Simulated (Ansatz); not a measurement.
# SnO: a single-point run

Aim: a sound single-point run of SnO. The structure is shown as the input types it. The cell is built on a prototype (zincblende) and needn't be the phase found in nature.

Method: density functional or hybrid calculation with the settings of its input, plane waves (as first typed), in Ansatz 0.2.0.

3 further runs of the same task are left out: 3 that didn't finish.

## (1) The system as given

Symmetry: F-43m, No. 216, cubic system. Conventional cell: a = 5.416 Å, b = 5.416 Å, c = 5.416 Å, α = 90.00°, β = 90.00°, γ = 90.00°. Around Sn (site symmetry -43m) lie 4 O at 2.35 Å. O (site symmetry -43m) has 4 Sn at 2.35 Å as nearest neighbours.

The input asks for a charge of -2 e on the cell.

As a file:

```xyz
2
Lattice="0.0000 2.7082 2.7082 2.7082 0.0000 2.7082 2.7082 2.7082 0.0000" Properties=species:S:1:pos:R:3 pbc="T T T"
Sn    0.0000    0.0000    0.0000
O     1.3541    1.3541    1.3541
```

## (2) Input and run

The input, input.yaml:

```yaml
crystal:
  lattice:
    - [0.0, 2.7082147176, 2.7082147176]
    - [2.7082147176, 0.0, 2.7082147176]
    - [2.7082147176, 2.7082147176, 0.0]
  atoms:
    - { symbol: Sn, position: [0.0, 0.0, 0.0] }
    - { symbol: O, position: [0.25, 0.25, 0.25] }
kpoints:
  mp_grid: { grid: [6, 6, 6] }
hamiltonian:
  xc: r2scan
scf:
  occupations: { method: fermi_dirac, width: 0.02 }
  n_extra_bands: 4
  max_iter: 84
output:
  forces: true
  stress: true
  eigenvalues: true
total_charge: -2
```

Launch:

```
$ ansatz run input.yaml --threads 4 --pin off --max-ram 3686MiB --backend cpu --events-out ev --progress --plain --runs-dir out
```

Q: Will this input give a usable result? If not, why, and what should change?

The run converged and reported no error. Convergence says nothing about whether the input makes sense.

In the input, total_charge is -2. The net charge is not the one intended, so the run treats another number of electrons.

The test: delete total_charge (the default then holds).
